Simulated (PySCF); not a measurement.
# FVSCl2 in PySCF: further runs, part 2 of 2

PySCF 2.14.0. Earlier steps stand in the parts before.

## 4. G0W0 quasiparticle levels, PBE0

File run.py:

```python
import json
import numpy as np
from pyscf.pbc import gto, scf, dft, df
from pyscf.pbc.tools import pyscf_ase
from ase.io import read

atoms = read('VSCl2F.cif')
cell = pyscf_ase.cell_from_ase(atoms)
cell.basis = 'def2-svp'
cell.exp_to_discard = 0
cell.precision = 1e-08
cell.max_memory = 2520  # MB
cell.verbose = 4
cell.build()

res = {}
kpts = cell.make_kpts([1, 1, 1])
mf = dft.KRKS(cell, kpts, xc='pbe0', exxdiv='ewald')
mf = mf.density_fit()
mf.with_df._cderi = 'cderi.h5'  # three-centre integrals saved by an earlier run on this cell, basis and mesh
mf.conv_tol = 1e-08
mf.max_cycle = 60

mf.kernel()
res.update(converged=bool(mf.converged), e_tot=mf.e_tot, nelec=cell.nelectron, nao=cell.nao, mesh=list(map(int, cell.mesh)), a=cell.lattice_vectors().tolist(), coords=cell.atom_coords().tolist(),
           mo_energy=[np.real(x).tolist() for x in mf.mo_energy], mo_occ=[np.real(x).tolist() for x in mf.mo_occ])
import h5py
print('fit functions by k pair:', sorted({v['0'].shape[0] for v in h5py.File(mf.with_df._cderi)['j3c'].values()}))
res.update(kpts=cell.get_scaled_kpts(kpts).tolist())
res['parts'] = {k: float(np.real(v)) for k, v in mf.scf_summary.items() if np.isscalar(v)}
json.dump(res, open('results.json', 'w'))
if not mf.converged:
    raise SystemExit('SCF not converged')

print('levels (eV)')
for i, kp in enumerate(res['kpts'][:40]):
    print('k %7.4f %7.4f %7.4f  ' % tuple(kp), ' '.join('%.3f' % (x * 27.211386) for x in res['mo_energy'][i][:46]))

# Mulliken populations
dm, s = np.asarray(mf.make_rdm1()), np.asarray(mf.get_ovlp())
sites = cell.aoslice_by_atom()[:, 2:]
tot = np.einsum('kij,kji->i', dm, s).real / len(kpts)
res['mulliken'] = [cell.atom_charge(i) - tot[a0:a1].sum() for i, (a0, a1) in enumerate(sites)]
print('Mulliken charges', np.round(res['mulliken'], 5))

from pyscf.pbc.gw.krgw_ac import KRGWAC
gw = KRGWAC(mf, frozen=21)
gw.fc = True
orbs = list(range(38, 44))
gw.kernel(orbs=orbs)
res['orbs'] = orbs
res['qp'] = np.asarray(gw.mo_energy).real.tolist()
res['done'] = True
json.dump(res, open('results.json', 'w'))
```

File VSCl2F.cif:

```cif
data_VSCl2F
_cell_length_a 13.00000000
_cell_length_b 13.00000000
_cell_length_c 12.00000000
_cell_angle_alpha 90.00000000
_cell_angle_beta 90.00000000
_cell_angle_gamma 90.00000000
_space_group_name_H-M_alt 'P1'
_space_group_name_Hall 'P 1'
_space_group_IT_number 1
loop_
_space_group_symop_operation_xyz
'x,y,z'
loop_
_atom_site_label
_atom_site_type_symbol
_atom_site_symmetry_multiplicity
_atom_site_Wyckoff_symbol
_atom_site_fract_x
_atom_site_fract_y
_atom_site_fract_z
_atom_site_occupancy
F1 F 1 a 0.4901269200 0.4518230800 0.6171541700 1
V1 V 1 a 0.5076961500 0.4660000000 0.4768875000 1
S1 S 1 a 0.6263961500 0.3812615400 0.4298791700 1
Cl1 Cl 1 a 0.3756038500 0.4150923100 0.3885125000 1
Cl2 Cl 1 a 0.5397115400 0.6219692300 0.4371708300 1
```

Potentials or basis: def2-svp (all-electron).

Started as:

```bash
> OMP_NUM_THREADS=2 python -u run.py > log
```

The log of the run:

```text
Discarded 0 diffused primitive functions, 0 contracted functions

PySCF version 2.14.0

[INPUT] verbose = 4
[INPUT] num. atoms = 5
[INPUT] num. electrons = 82
[INPUT] charge = 0
[INPUT] spin (= nelec alpha-beta = 2S) = 0
[INPUT] symmetry False subgroup None
[INPUT] Mole.unit = angstrom
[INPUT] Symbol           X                Y                Z      unit          X                Y                Z       unit  Magmom
[INPUT]  1 F      6.371649960000   5.873700040000   7.405850040000 AA   12.040673385996  11.099684413447  13.995028295199 Bohr   0.0
[INPUT]  2 V      6.600049950000   6.058000000000   5.722650000000 AA   12.472286813949  11.447960862615  10.814241206742 Bohr   0.0
[INPUT]  3 S      8.143149950000   4.956400020000   5.158550040000 AA   15.388323196766   9.366238601589   9.748246775464 Bohr   0.0
[INPUT]  4 Cl     4.882850050000   5.396200030000   4.662150000000 AA    9.227249301819  10.197340170070   8.810186651641 Bohr   0.0
[INPUT]  5 Cl     7.016250020000   8.085599990000   5.246049960000 AA   13.258790959274  15.279569533886   9.913597660185 Bohr   0.0

nuclear repulsion = 176.788791303214
number of shells = 41
number of NR pGTOs = 205
number of NR cGTOs = 99
basis = def2-svp
ecp = {}
lattice vectors  a1 [24.566439619, 0.000000000, 0.000000000]
                 a2 [0.000000000, 24.566439619, 0.000000000]
                 a3 [0.000000000, 0.000000000, 22.676713495]
dimension = 3
low_dim_ft_type = None
Cell volume = 13685.6
exp_to_discard = 0
rcut = 40.71454112740717 (nimgs = [2 2 2])
precision = 1e-08
pseudo = None
ke_cutoff = 3024617.421976795
    = [19235 19235 17755] mesh (6569087669875 PWs)

******** <class 'pyscf.pbc.dft.krks.KRKS'> ********
method = KRKS
initial guess = minao
damping factor = 0
level_shift factor = 0
DIIS = <class 'pyscf.scf.diis.CDIIS'>
diis_start_cycle = 1
diis_space = 8
diis_damp = 0
SCF conv_tol = 1e-08
SCF conv_tol_grad = None
SCF max_cycles = 60
direct_scf = True
direct_scf_tol = 1e-13

******** PBC SCF flags ********
N kpts = 1
Exchange divergence treatment (exxdiv) = ewald
    madelung (= occupied orbital energy shift) = 0.11836144888436782
    Total energy shift due to Ewald probe charge = -1/2 * Nelec*madelung = -4.85281940426
DF object = <pyscf.pbc.df.df.GDF object>
XC functionals = pbe0
small_rho_cutoff = 0
radial grids:
    Treutler-Ahlrichs [JCP 102, 346 (1995); DOI:10.1063/1.469408] (M4) radial grids

becke partition: Becke, JCP 88, 2547 (1988); DOI:10.1063/1.454033
pruning grids: <function nwchem_prune>
grids dens level: 3
symmetrized grids: False
atomic radii adjust function: <function treutler_atomic_radii_adjust>
Set gradient conv threshold to 0.0001

******** <class 'pyscf.pbc.df.rsdf_builder._RSNucBuilder'> ********
mesh = [47 47 43] (94987 PWs)
ke_cutoff = 16.92809565338868
omega = 0.5036210899858896
exclude_d_aux = False
exclude_dd_block = True
j2c_eig_always = False
has_long_range = True
tot grids = 91806
cell vol = 13685.6224  sum(weights) = 13719.6458
nelec by numeric integration = 81.99999732729395
init E= -2359.9696534854
  HOMO = -0.313822768147  LUMO = -0.186909538359  gap/eV = 3.45348
nelec by numeric integration = 81.99999964002114
cycle= 1 E= -2358.3017657097  delta_E= 1.67  |g|= 0.686  |ddm|= 2.85
  HOMO = -0.270522284281  LUMO = -0.222727774928  gap/eV = 1.30055
nelec by numeric integration = 81.99999951073744
cycle= 2 E= -2354.8536200784  delta_E= 3.45  |g|= 4.89  |ddm|= 2.27
  HOMO = -0.290546052652  LUMO = -0.127613785847  gap/eV = 4.43361
nelec by numeric integration = 81.99999935440452
cycle= 3 E= -2358.35932836574  delta_E= -3.51  |g|= 0.433  |ddm|=  1.9
  HOMO = -0.292444350567  LUMO = -0.158682588305  gap/eV = 3.63984
nelec by numeric integration = 81.99999962440535
cycle= 4 E= -2358.28980811723  delta_E= 0.0695  |g|= 0.725  |ddm|= 0.647
  HOMO = -0.298927487326  LUMO = -0.140059185927  gap/eV = 4.32303
nelec by numeric integration = 81.99999951270979
cycle= 5 E= -2358.39566983655  delta_E= -0.106  |g|= 0.0719  |ddm|= 0.39
  HOMO = -0.298098372234  LUMO = -0.136836709326  gap/eV = 4.38815
nelec by numeric integration = 81.999999494211
cycle= 6 E= -2358.39669152316  delta_E= -0.00102  |g|= 0.0163  |ddm|= 0.0569
  HOMO = -0.297501232167  LUMO = -0.135339836141  gap/eV = 4.41264
nelec by numeric integration = 81.99999949938643
cycle= 7 E= -2358.39675943634  delta_E= -6.79e-05  |g|= 0.00839  |ddm|= 0.0267
  HOMO = -0.298004904983  LUMO = -0.135960466531  gap/eV = 4.40945
nelec by numeric integration = 81.99999949948423
cycle= 8 E= -2358.39677875956  delta_E= -1.93e-05  |g|= 0.00187  |ddm|= 0.00856
  HOMO = -0.298046682225  LUMO = -0.136029361438  gap/eV = 4.40872
nelec by numeric integration = 81.9999994992032
cycle= 9 E= -2358.39677972406  delta_E= -9.64e-07  |g|= 0.000724  |ddm|= 0.00201
  HOMO = -0.29801626462  LUMO = -0.136013004967  gap/eV = 4.40833
nelec by numeric integration = 81.9999994994829
cycle= 10 E= -2358.39677989292  delta_E= -1.69e-07  |g|= 0.000315  |ddm|= 0.00119
  HOMO = -0.298021877927  LUMO = -0.13599554545  gap/eV = 4.40896
nelec by numeric integration = 81.99999949944493
cycle= 11 E= -2358.39677991888  delta_E= -2.6e-08  |g|= 4.26e-05  |ddm|= 0.00035
  HOMO = -0.298023205278  LUMO = -0.135996462481  gap/eV = 4.40897
nelec by numeric integration = 81.99999949944072
cycle= 12 E= -2358.39677991948  delta_E= -5.94e-10  |g|= 2.13e-05  |ddm|= 7.59e-05
  HOMO = -0.298022928338  LUMO = -0.135998949187  gap/eV = 4.40890
nelec by numeric integration = 81.99999949945826
Extra cycle  E= -2358.39677991849  delta_E= 9.9e-10  |g|= 7.15e-05  |ddm|= 7.7e-05
converged SCF energy = -2358.39677991849
fit functions by k pair: [291]
levels (eV)
k  0.0000  0.0000  0.0000   -5352.495 -2766.268 -2766.266 -2422.084 -674.325 -610.762 -512.657 -512.581 -512.428 -257.611 -257.609 -216.041 -195.665 -195.664 -195.454 -195.454 -195.423 -195.423 -159.583 -159.357 -159.331 -75.722 -49.052 -48.776 -48.587 -31.766 -22.794 -22.603 -19.218 -13.256 -12.566 -12.551 -11.102 -10.974 -10.376 -10.136 -9.938 -9.543 -9.259 -8.292 -8.110 -3.701 -3.578 -2.877 -2.499 -2.266
Mulliken charges [-0.32635  0.6238  -0.03317 -0.13203 -0.13225]

******** <class 'pyscf.pbc.gw.krgw_ac.KRGWAC'> ********
method = KRGWAC
GW nocc = 20, nvir = 58, nkpts = 1
frozen orbitals = 21
orbital list = [38, 39, 40, 41, 42, 43]
off-diagonal self-energy = False
GW density matrix = False
density-fitting for exchange = False
outcore for self-energy= False
finite size corrections = True
grids for finite size corrections = False
broadening parameter = 5.000e-03
number of grids = 100
analytic continuation method = pade
imaginary frequency cutoff = 5.0
Pade points = 18
Pade step ratio = 0.667
use perturbative linearized QP eqn = False
QPE max iter = 100
QPE tolerance = 1.0e-06

WARN: GW QP energies may not be sorted from min to max
```

Wall time 43 s (2 threads of Intel Xeon at 2.70GHz, shared host); peak memory 1.9 GiB.

What came out:

```
Free energy                                       : -64175.2457 eV
Gap between the frontier levels, mean-field level : 4.41 eV
Mulliken charges                                  : F -0.33; V +0.62; S -0.03; Cl -0.13 e
Quasiparticle gap                                 : 7.87 eV
```

Levels at points of the mesh, in eV from the valence-band top:
| k point | band 38 | band 39 | band 40 | band 41 | band 42 | band 43 | band 44 | band 45 |
| --- | --- | --- | --- | --- | --- | --- | --- | --- |
| (0.00, 0.00, 0.00) | -1.43 | -1.15 | -0.18 | 0.00 | 4.41 | 4.53 | 5.23 | 5.61 |

Caveat: the basis is small and the box finite, so much correlation energy is missing and levels can be off by tenths of an eV; Mulliken charges move with the basis; this is a molecule in a periodic box at the Γ point, so its band gap is the HOMO-LUMO gap; total energy, band gap and charges are those of the mean-field reference; the basis of atomic orbitals isn't converged, which shifts pressures, moduli and gaps.

## 5. Excitation energies (Tamm-Dancoff), PBE0

Edit run.py of step 4 so:

```diff
@@ -45,9 +45,9 @@
 
-from pyscf.pbc.gw.krgw_ac import KRGWAC
-gw = KRGWAC(mf, frozen=21)
-gw.fc = True
-orbs = list(range(38, 44))
-gw.kernel(orbs=orbs)
-res['orbs'] = orbs
-res['qp'] = np.asarray(gw.mo_energy).real.tolist()
+from pyscf.pbc import tdscf
+td = tdscf.KTDA(mf)
+td.nstates = 5
+td.kshift_lst = [0]
+td.conv_tol = 1e-5
+td.kernel()
+res.update(excitations=np.real(td.e[0]).tolist(), post_converged=bool(np.all(td.converged)))
 res['done'] = True
```

VSCl2F.cif is that of step 4.

Potentials or basis: def2-svp (all-electron).

Started as:

```bash
> OMP_NUM_THREADS=2 python -u run.py > log
```

The log of the run:

```text
Discarded 0 diffused primitive functions, 0 contracted functions

PySCF version 2.14.0

[INPUT] verbose = 4
[INPUT] num. atoms = 5
[INPUT] num. electrons = 82
[INPUT] charge = 0
[INPUT] spin (= nelec alpha-beta = 2S) = 0
[INPUT] symmetry False subgroup None
[INPUT] Mole.unit = angstrom
[INPUT] Symbol           X                Y                Z      unit          X                Y                Z       unit  Magmom
[INPUT]  1 F      6.371649960000   5.873700040000   7.405850040000 AA   12.040673385996  11.099684413447  13.995028295199 Bohr   0.0
[INPUT]  2 V      6.600049950000   6.058000000000   5.722650000000 AA   12.472286813949  11.447960862615  10.814241206742 Bohr   0.0
[INPUT]  3 S      8.143149950000   4.956400020000   5.158550040000 AA   15.388323196766   9.366238601589   9.748246775464 Bohr   0.0
[INPUT]  4 Cl     4.882850050000   5.396200030000   4.662150000000 AA    9.227249301819  10.197340170070   8.810186651641 Bohr   0.0
[INPUT]  5 Cl     7.016250020000   8.085599990000   5.246049960000 AA   13.258790959274  15.279569533886   9.913597660185 Bohr   0.0

nuclear repulsion = 176.788791303214
number of shells = 41
number of NR pGTOs = 205
number of NR cGTOs = 99
basis = def2-svp
ecp = {}
lattice vectors  a1 [24.566439619, 0.000000000, 0.000000000]
[... 90 lines left out ...]
  HOMO = -0.298023205278  LUMO = -0.135996462481  gap/eV = 4.40897
nelec by numeric integration = 81.99999949944073
cycle= 12 E= -2358.39677991948  delta_E= -5.94e-10  |g|= 2.13e-05  |ddm|= 7.59e-05
  HOMO = -0.298022928338  LUMO = -0.135998949187  gap/eV = 4.40890
nelec by numeric integration = 81.99999949945826
Extra cycle  E= -2358.39677991849  delta_E= 9.93e-10  |g|= 7.15e-05  |ddm|= 7.7e-05
converged SCF energy = -2358.39677991849
fit functions by k pair: [291]
levels (eV)
k  0.0000  0.0000  0.0000   -5352.495 -2766.268 -2766.266 -2422.084 -674.325 -610.762 -512.657 -512.581 -512.428 -257.611 -257.609 -216.041 -195.665 -195.664 -195.454 -195.454 -195.423 -195.423 -159.583 -159.357 -159.331 -75.722 -49.052 -48.776 -48.587 -31.766 -22.794 -22.603 -19.218 -13.256 -12.566 -12.551 -11.102 -10.974 -10.376 -10.136 -9.938 -9.543 -9.259 -8.292 -8.110 -3.701 -3.578 -2.877 -2.499 -2.266
Mulliken charges [-0.32635  0.6238  -0.03317 -0.13203 -0.13225]

******** <class 'pyscf.pbc.tdscf.krks.TDA'> for <class 'pyscf.pbc.dft.krks.KRKS'> ********
nstates = 5 singlet
deg_eia_thresh = 1.000e-03
kshift_lst = [0]
wfnsym = None
conv_tol = 1e-05
eigh lindep = 1e-12
eigh level_shift = 0
eigh max_cycle = 100

nelec by numeric integration = 81.99999949945826

******** <class 'pyscf.pbc.df.rsdf_builder._RSNucBuilder'> ********
mesh = [47 47 43] (94987 PWs)
ke_cutoff = 16.92809565338868
omega = 0.5036210899858896
exclude_d_aux = False
exclude_dd_block = True
j2c_eig_always = False
has_long_range = True
kshift = 0  Excited State energies (eV)
[2.58224852 2.85020438 2.90572483 3.07495644 3.5367596 ]
```

Run time: 1.9 min. Hardware: 2 threads of Intel Xeon at 2.70GHz, shared host; peak memory 1.9 GiB.

Results:

* Free energy: -64175.2457 eV
* Gap between the frontier levels: 4.41 eV
* Mulliken charges: F -0.33; V +0.62; S -0.03; Cl -0.13 e

Lowest excitation energies (eV): 2.58, 2.85, 2.91, 3.08, 3.54

Caveat: the basis is small and the box finite, so much correlation energy is missing and levels can be off by tenths of an eV; Mulliken charges move with the basis; the iterative solver can pass over a root and still report convergence; this is a molecule in a periodic box at the Γ point, so its band gap is the HOMO-LUMO gap; total energy, band gap and charges are those of the mean-field reference; the basis of atomic orbitals isn't converged, which shifts pressures, moduli and gaps.

## 6. Summary

```csv
task,level,exxdiv,grid for exchange and correlation,gap on the mesh (eV)
MP2 correlation energy,HF,ewald,-,10.60
RPA correlation energy,PBE,-,"Becke, atom-centred",-
G0W0 quasiparticle levels,PBE0,ewald,"Becke, atom-centred",-
excitation energies (Tamm-Dancoff),PBE0,ewald,"Becke, atom-centred",4.41
```

Alike in all rows: potentials or basis def2-svp (all-electron); no spin polarisation; cell as given; k mesh 1 × 1 × 1; smearing fixed.

Caveats: the basis is small and the box finite, so much correlation energy is missing and levels can be off by tenths of an eV; this is a molecule in a periodic box at the Γ point, so its band gap is the HOMO-LUMO gap; the basis of atomic orbitals isn't converged, which shifts pressures, moduli and gaps; the iterative solver can pass over a root and still report convergence (some runs).

Absolute energies hang on the potentials; compare differences alone.
